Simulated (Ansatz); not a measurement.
# YSi (quartet): the correlation ladder, def2-SVP

An exercise on one series of results from a longer session: the logs are not shown, and one member is left open.

Program: Ansatz 0.2.0, Gaussian basis. Level of theory: def2-SVP, core rule «outside noble gas», up to 9 orbitals frozen. These are calculated values, not measurements.

Plan: UHF; CCSD(T) on ROHF; CCSD(T) on UHF; CISD; CCSDT(Q) on ROHF; CCSDT(Q) on UHF.

24 further runs of the same task are left out: 12 for a known fault of the program, 6 that didn't finish, 6 set aside as unsound or not needed.

## What is computed

The geometry is a PBE0/def2-TZVP stationary point (not a proven minimum). No spin-orbit coupling is included. Elements past krypton take def2 core potentials.

2 atoms, charge 0, spin multiplicity 4.

Atoms are counted from 1 here; the program's logs count them from 0.

Bond lengths: Y1–Si2 2.663 Å.

As a file:

```csv
atom,x (Å),y (Å),z (Å)
Y1,0.0000,0.0000,0.0000
Si2,0.0000,0.0000,2.6630
```

The first run:

Input file in.yaml:

```yaml
crystal:
  periodic: [false, false, false]
  atoms:
    - {symbol: Y, position_ang: [0.000000, 0.000000, 0.000000]}
    - {symbol: Si, position_ang: [0.000000, 0.000000, 2.663000]}
basis:
  gaussian: {orbitals: def2-SVP}
magnetization: {spin_polarized: true, initial_magnetization: 3}
hamiltonian: {xc: hf}
output: {orbitals: {seedname: orbitals}}
```

Run with:

```sh
$ ansatz run in.yaml --threads 1 --pin off --events-out ev --progress --plain --max-ram 2393MiB
```

Among the steps run: UHF; CCSD(T) on ROHF; CCSD(T) on UHF; CISD; CCSDT(Q) on ROHF; CCSDT(Q) on UHF.

One of the session's tables, all rows but one given; the rest of the session is left out.

```
   method  from UCCSDT(Q) (meV)
     ROHF               +3531.0
      UHF               +3262.2
     RMP2               +1036.7
     UMP2               +1018.5
    RCCSD                +231.6
    UCCSD                +229.4
 RCCSD(T)                 +70.2
 UCCSD(T)                 +74.1
   RCCSDT                 +22.8
   UCCSDT                     ?
RCCSDT(Q)                 +10.1
UCCSDT(Q)                     0
```

**Question.** Estimate the row for UCCSDT.

**Answer.** from UCCSDT(Q) (meV): +15.0. In the column «from UCCSDT(Q) (meV)» it lies between RCCSDT(Q) (+10.1) and RCCSDT (+22.8).

Not comparable, so not listed: CISD (they don't share determinant, frozen orbitals or solution with the rows shown, or repeat one).

Limits of these values: Restricted and unrestricted rows rest on different reference determinants; where their highest levels disagree by more than a few hundredths of an eV, they describe different states and don't form one ladder.
